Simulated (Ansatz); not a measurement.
Crystal: HfB.

```
CELL_PARAMETERS angstrom
0.00000 2.31000 2.31000
2.31000 0.00000 2.31000
2.31000 2.31000 0.00000
ATOMIC_POSITIONS crystal
Hf 0.50000 0.50000 0.50000
B 0.00000 0.00000 0.00000
```

Base run:

- Program: Ansatz 0.2.0
- Functional: PBEsol
- Potentials or basis: all-electron LAPW, scalar-relativistic
- Cutoff: 282 eV
- Density cutoff: 1128 eV
- Basis error allowed: 0.001 eV/atom
- k mesh: 10 × 10 × 10
- Occupations: fermi-dirac, width 0.05 eV
- Spin: no spin polarisation

Its results: pressure 23.3 GPa.

Problem. After a change of settings the same cell gave: pressure 29.6 GPa. Which change was it?
A. functional from PBEsol to LDA
B. k mesh from 10 × 10 × 10 to 6 × 6 × 6; occupations from fermi-dirac, width 0.05 eV to fermi-dirac, width 0.03 eV
C. functional from PBEsol to PBE
D. potentials or basis from all-electron LAPW, scalar-relativistic to all-electron PAW datasets made for the crystal; k mesh from 10 × 10 × 10 to 8 × 8 × 8

Solution. C.

PBE binds less tightly than PBEsol, so the same cell stands under more pressure.

Caveats: so large a pressure means that the cell lies far from this level's equilibrium, or that cutoff or potentials fall short (some runs); a pressure of tens of GPa on the cell as given is suspect, and the run, the potentials or the cell itself is likely at fault (some runs).

Not every run made on this cell is shown here.
